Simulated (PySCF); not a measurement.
# Changing the system itself: O³⁺

Aim: change spin, charge, geometry, field or solvent of O³⁺, one at a time, and compare with the base run.

Computed with PySCF 2.14.0. Level: method and basis as typed in the scripts.

2 further runs of the same task are left out: 2 that didn't finish.

### 1 The atom

O³⁺: 1 atom, charge 3, spin multiplicity 2.

### 2 The run that the others are compared with

input.py reads:

```python
from pyscf import gto, scf, mp

mol = gto.M(
    atom='O 0 0 0',
    basis='jorge-dzp-dkh',
    charge=3,
    spin=1,
    verbose=4,
)
mf = scf.UHF(mol)
mf = mf.sfx2c1e()
mf.kernel()
mp.MP2(mf, frozen=1).kernel()
mf.dip_moment()
print('orbital energies (hartree):', [e[max(0, n-3):n+3].round(4) for e, n in zip(mf.mo_energy, mol.nelec)])
```

The run is started by

```console
> OMP_NUM_THREADS=1 python input.py
```

The log of this run is left out.

Base result: E(SCF) = -71.123973 Eh, 7 cycles, E(MP2) − E(SCF) = -0.05103 Eh, ⟨S²⟩ = 0.753.

### 3 Electric field 0.005 a.u.

Edit 1 changes electric field: none → 0.005 a.u.

input.py reads:

```python
from pyscf import gto, scf, mp

mol = gto.M(
    atom='O 0 0 0',
    basis='jorge-dzp-dkh',
    charge=3,
    spin=1,
    verbose=4,
)
mf = scf.UHF(mol)
mf = mf.sfx2c1e()
field = 0.005  # electric field along z, atomic units
h = mf.get_hcore() + field*mol.intor('int1e_r')[2]
mf.get_hcore = lambda *args: h
e_nuc = mol.energy_nuc() - field*mol.atom_charges() @ mol.atom_coords()[:, 2]
mf.energy_nuc = lambda *args: e_nuc
mf.kernel()
mp.MP2(mf, frozen=1).kernel()
mf.dip_moment()
print('orbital energies (hartree):', [e[max(0, n-3):n+3].round(4) for e, n in zip(mf.mo_energy, mol.nelec)])
```

The run is started by

```console
> OMP_NUM_THREADS=1 python input.py
```

### 4 Charge +2 (singlet)

Edit 2 changes charge: 3 → 2; spin (2S): 1 → 0.

Edit input.py of step 2 so:

```diff
@@ -5,4 +5,4 @@
     basis='jorge-dzp-dkh',
-    charge=3,
-    spin=1,
+    charge=2,
+    spin=0,
     verbose=4,
```

### 5 Quartet

Edit 3 changes spin (2S): 1 → 3.

Edit input.py of step 2 so:

```diff
@@ -6,3 +6,3 @@
     charge=3,
-    spin=1,
+    spin=3,
     verbose=4,
```

### 6 PCM, ε = 2.27

Edit 4 changes solvent: none (gas phase) → PCM, ε = 2.27; step after the SCF: mp2 → analyze.

input.py reads:

```python
from pyscf import gto, scf, solvent

mol = gto.M(
    atom='O 0 0 0',
    basis='jorge-dzp-dkh',
    charge=3,
    spin=1,
    verbose=4,
)
mf = scf.UHF(mol)
mf = mf.sfx2c1e()
mf = solvent.PCM(mf)
mf.with_solvent.eps = 2.27
mf.kernel()
mf.analyze()
print('orbital energies (hartree):', [e[max(0, n-3):n+3].round(4) for e, n in zip(mf.mo_energy, mol.nelec)])
```

Before running it: what results should come out? Wanted: for each run, E(SCF); from base; gap, α spin; after the SCF.

As calculated:

```csv
run,E(SCF) (hartree),from base (eV),cycles,"gap, α spin (eV)",after the SCF
base,-71.123973,0,7,23.66,"MP2 correlation -1.389 eV, core frozen"
electric field 0.005 a.u.,-71.123991,not comparable,9,23.66,"MP2 correlation -1.388 eV, core frozen"
charge +2 (singlet),-72.981568,-50.5477,6,19.13,"MP2 correlation -1.958 eV, core frozen"
quartet,-70.870574,+6.8953,6,23.56,"MP2 correlation -0.173 eV, core frozen"
"PCM, ε = 2.27",-71.854507,-19.8788,7,23.66,n/a
```

What this shows: The largest comparable shift of the SCF energy, -19.879 eV, comes with the run “PCM, ε = 2.27”. At the SCF level, adding an electron (to the singlet) releases 50.55 eV at fixed geometry. The quartet solution found lies 6.90 eV above the base doublet at this geometry and level. A continuum solvent with ε = 2.27 lowers the energy by 19.879 eV, a large gain because the system is charged.
